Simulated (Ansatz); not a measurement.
# C2H5GaOS: geometry optimisation

The task: find the minimum of C2H5GaOS nearest to the start.

Method: RKS BHLYP-D4/def2-SVP; program: Ansatz 0.2.0.

## 1. Where the work starts

SMILES `O=CC[S][GaH2]`, 10 atoms, charge 0, spin multiplicity 1.

Atoms are counted from 1 here; the program's logs count them from 0.

Bond lengths: O1–C2 1.236 Å, O1–Ga5 2.125 Å, C2–C3 1.486 Å, C2–H6 1.120 Å, C3–S4 1.818 Å, C3–H7 1.118 Å, C3–H8 1.118 Å, S4–Ga5 2.336 Å, Ga5–H9 1.580 Å, Ga5–H10 1.580 Å. Angles: C2–O1–Ga5 116.4°, O1–C2–C3 124.5°, O1–C2–H6 118.1°, C3–C2–H6 117.4°, C2–C3–S4 116.8°, C2–C3–H7 105.8°, C2–C3–H8 105.9°, S4–C3–H7 111.8°, S4–C3–H8 111.7°, H7–C3–H8 103.7°, C3–S4–Ga5 95.6°, O1–Ga5–S4 86.7°, O1–Ga5–H9 102.1°, O1–Ga5–H10 102.0°, S4–Ga5–H9 115.2°, S4–Ga5–H10 115.2°, H9–Ga5–H10 124.7°.

Coordinates:

```
O     0.18235    0.80061    1.05051
C     0.38550   -0.41807    1.06236
C     0.18345   -1.31618   -0.10466
S    -0.40952   -0.54378   -1.63986
Ga   -0.50087    1.62752   -0.78335
H     0.74765   -0.88309    2.01448
H     1.15712   -1.84407   -0.25565
H    -0.50518   -2.12400    0.24509
H    -1.94539    2.13773   -0.39837
H     0.70491    2.56333   -1.19055
```

## 2. Relaxation

Input file input.yaml:

```yaml
crystal:
  periodic: [false, false, false]
  atoms:
    - { symbol: O, position_ang: [0.182346, 0.800607, 1.050507] }
    - { symbol: C, position_ang: [0.385497, -0.418068, 1.062356] }
    - { symbol: C, position_ang: [0.183451, -1.316183, -0.104662] }
    - { symbol: S, position_ang: [-0.409518, -0.543781, -1.639858] }
    - { symbol: Ga, position_ang: [-0.500871, 1.627522, -0.783354] }
    - { symbol: H, position_ang: [0.74765, -0.883086, 2.014478] }
    - { symbol: H, position_ang: [1.157118, -1.84407, -0.255645] }
    - { symbol: H, position_ang: [-0.50518, -2.123997, 0.24509] }
    - { symbol: H, position_ang: [-1.945388, 2.137731, -0.398365] }
    - { symbol: H, position_ang: [0.704906, 2.563326, -1.190546] }
basis:
  gaussian: { orbitals: def2-SVP }
hamiltonian:
  xc: { name: BHLYP }
  dispersion: d4
output:
  forces: true
relax:
  f_tol: 0.003
  max_steps: 120
```

On the command line:

```
ansatz run input.yaml --threads 1 --pin off --max-ram 2560MiB --backend cpu --events-out ev --progress --plain --runs-dir out
```

The program printed:

```text
Warning: RAYON_NUM_THREADS=1 ignored (pool sized by the plan → 1); use --threads N
The last accepted step is kept in <dir> (removed where the run ends without a failure and the disk answers)
Engine: ansatz 0.2.0, aarch64-unknown-linux-gnu
Functional definition: BHLYP
  parameter a = 0.5
  exchange = (1 - a)*b88_x + a*exact_x
  correlation = lyp_c
1252 factors; integrals over basis functions are off by at most 3.2e-4 eV
mean field evaluation 1: about -67397.3391 eV, gradient 3.5e1 eV
mean field evaluation 2: about -67396.6918 eV, gradient 4.3e1 eV
mean field evaluation 4: about -67399.8083 eV, gradient 2.4e0 eV
mean field evaluation 8: about -67399.8760 eV, gradient 1.2e-1 eV
mean field evaluation 16: about -67399.8760 eV, gradient 7.8e-5 eV
mean field -67399.87601439 eV, -2476.8997582519 hartree, gradient 7.8e-5 eV, S^2 0.000000; 0 other end points of the search recorded, 0 dependent functions left out
the calculation of the forces begins
reference -67399.87619901 eV, -2476.8997650365 hartree; 36, 36 occupied and 81, 81 virtual orbitals, 1252 factors
relax step   1: F+E_penalty+E_count = -67400.23970975 eV  Δ(F+E_penalty+E_count) = +0.000e0 eV  max|allowed force component| = 2.078e0 eV/Å  Δτ_max = 0.0000 Å  (29 SCF iters, accepted)
these checks for a lower state are left out or cut short: starts, cluster_reference, orbital_swaps, neighbouring_geometries, increment
1252 factors; integrals over basis functions are off by at most 2.9e-4 eV
mean field -67399.93269932 eV, -2476.9018413848 hartree, gradient 1.4e-5 eV, S^2 0.000000; 0 other end points of the search recorded, 0 dependent functions left out
the calculation of the forces begins
reference -67399.93288353 eV, -2476.9018481545 hartree; 36, 36 occupied and 81, 81 virtual orbitals, 1252 factors
relax step   2: F+E_penalty+E_count = -67400.29806092 eV  Δ(F+E_penalty+E_count) = -5.835e-2 eV  max|allowed force component| = 3.610e-1 eV/Å  Δτ_max = 0.0303 Å  (34 SCF iters, accepted)
these checks for a lower state are left out or cut short: starts, cluster_reference, orbital_swaps, neighbouring_geometries, increment
1252 factors; integrals over basis functions are off by at most 2.8e-4 eV
mean field -67399.93486549 eV, -2476.9019209899 hartree, gradient 1.3e-5 eV, S^2 0.000000; 0 other end points of the search recorded, 0 dependent functions left out
the calculation of the forces begins
reference -67399.93504942 eV, -2476.9019277492 hartree; 36, 36 occupied and 81, 81 virtual orbitals, 1252 factors
relax step   3: F+E_penalty+E_count = -67400.30093361 eV  Δ(F+E_penalty+E_count) = -2.873e-3 eV  max|allowed force component| = 1.059e-1 eV/Å  Δτ_max = 0.0144 Å  (33 SCF iters, accepted)
these checks for a lower state are left out or cut short: starts, cluster_reference, orbital_swaps, neighbouring_geometries, increment
1252 factors; integrals over basis functions are off by at most 2.8e-4 eV
mean field evaluation 32: about -67399.8782 eV, gradient 4.9e-1 eV
mean field -67399.93530846 eV, -2476.9019372690 hartree, gradient 1.8e-5 eV, S^2 0.000000; 0 other end points of the search recorded, 0 dependent functions left out
the calculation of the forces begins
reference -67399.93549248 eV, -2476.9019440314 hartree; 36, 36 occupied and 81, 81 virtual orbitals, 1252 factors
relax step   4: F+E_penalty+E_count = -67400.30130372 eV  Δ(F+E_penalty+E_count) = -3.701e-4 eV  max|allowed force component| = 4.061e-2 eV/Å  Δτ_max = 0.0048 Å  (28 SCF iters, accepted)
these checks for a lower state are left out or cut short: starts, cluster_reference, orbital_swaps, neighbouring_geometries, increment
1252 factors; integrals over basis functions are off by at most 2.8e-4 eV
mean field -67399.93530015 eV, -2476.9019369637 hartree, gradient 8.4e-5 eV, S^2 0.000000; 0 other end points of the search recorded, 0 dependent functions left out
the calculation of the forces begins
reference -67399.93548418 eV, -2476.9019437267 hartree; 36, 36 occupied and 81, 81 virtual orbitals, 1252 factors
relax step   5: F+E_penalty+E_count = -67400.30128920 eV  Δ(F+E_penalty+E_count) = +1.452e-5 eV  max|allowed force component| = 4.066e-2 eV/Å  Δτ_max = 0.0016 Å  (23 SCF iters, rejected (line search))
these checks for a lower state are left out or cut short: starts, cluster_reference, orbital_swaps, neighbouring_geometries, increment
1252 factors; integrals over basis functions are off by at most 2.8e-4 eV
mean field -67399.93536351 eV, -2476.9019392919 hartree, gradient 5.9e-5 eV, S^2 0.000000; 0 other end points of the search recorded, 0 dependent functions left out
the calculation of the forces begins
reference -67399.93554753 eV, -2476.9019460547 hartree; 36, 36 occupied and 81, 81 virtual orbitals, 1252 factors
relax step   6: F+E_penalty+E_count = -67400.30135651 eV  Δ(F+E_penalty+E_count) = -5.279e-5 eV  max|allowed force component| = 2.261e-2 eV/Å  Δτ_max = 0.0008 Å  (23 SCF iters, accepted)
these checks for a lower state are left out or cut short: starts, cluster_reference, orbital_swaps, neighbouring_geometries, increment
1252 factors; integrals over basis functions are off by at most 2.8e-4 eV
mean field -67399.93539272 eV, -2476.9019403653 hartree, gradient 1.8e-5 eV, S^2 0.000000; 0 other end points of the search recorded, 0 dependent functions left out
the calculation of the forces begins
reference -67399.93557676 eV, -2476.9019471288 hartree; 36, 36 occupied and 81, 81 virtual orbitals, 1252 factors
relax step   7: F+E_penalty+E_count = -67400.30139348 eV  Δ(F+E_penalty+E_count) = -3.697e-5 eV  max|allowed force component| = 2.027e-3 eV/Å  Δτ_max = 0.0018 Å  (26 SCF iters, accepted)
1252 factors; integrals over basis functions are off by at most 2.8e-4 eV
mean field evaluation 64: about -67399.9354 eV, gradient 3.1e-3 eV
mean field -67399.93539272 eV, -2476.9019403653 hartree, gradient 1.8e-5 eV, S^2 0.000000; 1 other end points of the search recorded, 0 dependent functions left out
the calculation of the forces begins
reference -67399.93557676 eV, -2476.9019471288 hartree; 36, 36 occupied and 81, 81 virtual orbitals, 1252 factors
Total energy: -67400.30157752 eV, -2476.9153974086 hartree
Atom 0 at     0.177823     0.777321     1.026111 Å, force    -0.000392     0.001274    -0.000344 eV/Å
Atom 1 at     0.382463    -0.414359     1.054526 Å, force    -0.000537    -0.000106    -0.000444 eV/Å
Atom 2 at     0.187109    -1.323792    -0.098432 Å, force    -0.000005     0.000264    -0.002027 eV/Å
Atom 3 at    -0.405832    -0.535714    -1.618017 Å, force     0.000429     0.000786     0.001797 eV/Å
Atom 4 at    -0.496602     1.618121    -0.773446 Å, force    -0.000013    -0.001137    -0.000466 eV/Å
Atom 5 at     0.738333    -0.859802     1.996357 Å, force     0.000674    -0.001544     0.000884 eV/Å
Atom 6 at     1.148185    -1.831913    -0.255447 Å, force    -0.000395     0.000878     0.000176 eV/Å
Atom 7 at    -0.499709    -2.110287     0.241987 Å, force     0.000017     0.000042     0.000646 eV/Å
Atom 8 at    -1.923363     2.131355    -0.396660 Å, force    -0.000116    -0.000146    -0.000068 eV/Å
Atom 9 at     0.691604     2.549070    -1.176976 Å, force     0.000338    -0.000311    -0.000152 eV/Å
Dipole moment:     0.305666    -0.596951     0.686061 e Å
```

Run time: 60 s. Hardware: 1 thread of Arm Neoverse V1, shared host; peak memory 0.3 GiB.

Along the way:

```tsv
step	energy from step 1 (eV)	largest force component (eV/Å)
1	0.0000	2.0781
2	-0.0584	0.3610
3	-0.0612	0.1059
4	-0.0616	0.0406
5	-0.0616	0.0407
6	-0.0616	0.0226
7	-0.0617	0.0020
```

Distances of close pairs at the start and the end, largest changes first:

```tsv
bond	before (Å)	after (Å)	change (Å)
O1–Ga5	2.125	2.098	-0.027
O1–C2	1.236	1.209	-0.026
S4–Ga5	2.336	2.315	-0.021
C3–H7	1.118	1.098	-0.019
C3–H8	1.118	1.098	-0.019
C2–H6	1.120	1.101	-0.019
Ga5–H9	1.580	1.562	-0.017
Ga5–H10	1.580	1.562	-0.017
```

## 3. Results

| quantity | value |
| --- | --- |
| energy gained | 0.0617 eV |
| root mean square move | 0.021 Å |
| dipole moment | 4.61 D |

Bond lengths: O1–C2 1.209 Å, O1–Ga5 2.098 Å, C2–C3 1.481 Å, C2–H6 1.101 Å, C3–S4 1.812 Å, C3–H7 1.098 Å, C3–H8 1.098 Å, S4–Ga5 2.315 Å, Ga5–H9 1.562 Å, Ga5–H10 1.562 Å. Angles: C2–O1–Ga5 118.0°, O1–C2–C3 124.4°, O1–C2–H6 118.3°, C3–C2–H6 117.4°, C2–C3–S4 115.4°, C2–C3–H7 106.3°, C2–C3–H8 106.3°, S4–C3–H7 111.6°, S4–C3–H8 111.5°, H7–C3–H8 105.1°, C3–S4–Ga5 96.4°, O1–Ga5–S4 85.8°, O1–Ga5–H9 102.6°, O1–Ga5–H10 102.5°, S4–Ga5–H9 115.4°, S4–Ga5–H10 115.5°, H9–Ga5–H10 124.1°. No frequencies were computed here.
